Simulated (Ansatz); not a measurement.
# BaEuO2: the cost of one run

Program: Ansatz 0.2.0. Level of theory: DFT PBEsol+U (U_eff = 6 eV on Eu 4f), scalar-relativistic, plane waves, PAW. These are calculated values, not measurements.

2 further runs of the same task are left out: 2 set aside as unsound or not needed. Runs told in other sessions of the task aren't counted.

## 1. The system as given

The cell holds 16 atoms (Ba4ClEu4O7): a = 7.450 Å, b = 7.450 Å, c = 7.491 Å, α = 60.18°, β = 60.18°, γ = 60.00°.

Coordinates:

```cif
data_structure
_symmetry_space_group_name_H-M 'P 1'
_symmetry_Int_Tables_number 1
_cell_length_a 7.4498
_cell_length_b 7.4498
_cell_length_c 7.4909
_cell_angle_alpha 60.181
_cell_angle_beta 60.181
_cell_angle_gamma 60.000
_cell_volume 294.78
loop_
_atom_site_label
_atom_site_type_symbol
_atom_site_fract_x
_atom_site_fract_y
_atom_site_fract_z
_atom_site_occupancy
Ba1 Ba 0.50000 0.50000 0.00000 1
Ba2 Ba 0.50000 0.00000 0.00000 1
Ba3 Ba 0.00000 0.50000 0.00000 1
Ba4 Ba 0.00000 0.00000 0.00000 1
Eu1 Eu 0.50000 0.50000 0.50000 1
Eu2 Eu 0.50000 0.00000 0.50000 1
Eu3 Eu 0.00000 0.50000 0.50000 1
Eu4 Eu 0.00000 0.00000 0.50000 1
Cl1 Cl 0.75601 0.75601 0.73197 1
O1 O 0.75601 0.25601 0.73197 1
O2 O 0.25601 0.75601 0.73197 1
O3 O 0.25601 0.25601 0.73197 1
O4 O 0.24399 0.24399 0.26803 1
O5 O 0.24399 0.74399 0.26803 1
O6 O 0.74399 0.24399 0.26803 1
O7 O 0.74399 0.74399 0.26803 1
```

The host was relaxed before at PBEsol+U (U_eff = 6 eV on Eu 4f): a = 3.725 Å, b = 3.725 Å, c = 18.399 Å, α = 90.00°, β = 90.00°, γ = 120.00° (conventional cell), 18.424 Å³/atom.

Places, in fractions of the supercell: Cl in place of O at (0.756, 0.756, 0.732). The start keeps the symmetry of the ideal site.

## 2. Band edges of the host over the zone

input.yaml reads:

```yaml
crystal:
  lattice:
    - [1.8624623024, 1.07529311, 6.1329274399]
    - [-1.8624623024, 1.07529311, 6.1329274399]
    - [0.0, -2.150586225, 6.132927439]
  atoms:
    - { symbol: Ba, position: [0.0, 0.0, 0.0] }
    - { symbol: Eu, position: [0.5, 0.5, 0.5], spin: 7.41 }
    - { symbol: O, position: [0.2439905609, 0.2439905609, 0.2439905609] }
    - { symbol: O, position: [0.7560094391, 0.7560094391, 0.7560094391] }
basis:
  ecutwfc: 420
  xc_grid: 2
kpoints:
  mp_grid: { grid: [9, 9, 9] }
  band_path: { path: [VBM, CBM], npoints: 2 }
hamiltonian:
  xc: pbesol
  hubbard: { sites: [{ species: Eu, l: f, u_eff: 6.0 }] }
scf:
  occupations: { method: gaussian, width: 0.02 }
  lower_state_search: "off"
output:
  forces: true
  stress: true
  eigenvalues: true
  populations: true
  hubbard: { sites: [{ species: Eu, l: f }] }
magnetization:
  spin_polarized: true
checkpoint:
  read: start.run
  write: ck
  compress: false
  write_wavefunctions: false
  write_every: 100000
```

It reads its starting density from start.run, saved by an earlier run on this cell.

The run is started by

```sh
$ ansatz run input.yaml --threads 8 --pin off --max-ram 14336MiB --backend cpu --events-out ev --progress --plain --runs-dir out
```

**Question.** How long does this run take on 8 threads of AMD EPYC 7R43 (Zen 3), shared host, and how much memory does it need?

About 8.8 s, with a peak of 0.85 GiB.
